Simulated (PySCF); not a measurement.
# C2H7NSi2: the cost of one run

Programs: PySCF 2.14.0, with density-fitted response routines of our own. Each step states its level of theory. These are calculated values for one molecule in the gas phase, unless marked as measured. Atoms count from 0, in the outputs and in this text.

**1. The starting structure**

12 atoms, charge 0, multiplicity 1; geometry from: GFN2-xTB.

Bonds of the start (Å): C0–C1 1.20, C1–Si2 1.85, Si2–N3 1.73, N3–Si4 1.73, C0–H5 1.05, Si2–H6 1.47, Si2–H7 1.47, N3–H8 1.01, Si4–H9 1.47, Si4–H10 1.46, Si4–H11 1.46.

**2. Ultraviolet spectrum: CAM-B3LYP/def2-SVPD**

What the job is given:

```
{"job": {"kind": "uv", "xc": "CAM-B3LYP", "basis": "def2-SVPD", "nstates": 8, "ntriplets": 3}, "charge": 0, "multiplicity": 1}
C      3.276714    -0.440355     0.793178
C      2.138871    -0.634419     0.458607
Si     0.392322    -0.939901    -0.076524
N     -0.460070     0.519643     0.314239
Si    -2.148312     0.856959     0.146056
H      4.272223    -0.268625     1.089461
H     -0.195860    -2.048798     0.679832
H      0.383438    -1.212735    -1.521477
H      0.126380     1.321151     0.481424
H     -2.543100     0.898183    -1.267794
H     -2.882455    -0.212280     0.822655
H     -2.358951     2.160493     0.774965
```

With the program's defaults for keys left out, this is: TDDFT CAM-B3LYP/def2-SVPD, vertical, gas phase, core orbitals frozen in the response.

The run is started by

```sh
OMP_NUM_THREADS=1 python probes_run.py task.json out
```

This one command runs all jobs of the session in turn.

**Question.** How long does this first job take on 1 thread of Arm Neoverse N1, shared host, and how much memory does it need?

About 38 s, with a peak of 0.72 GiB.
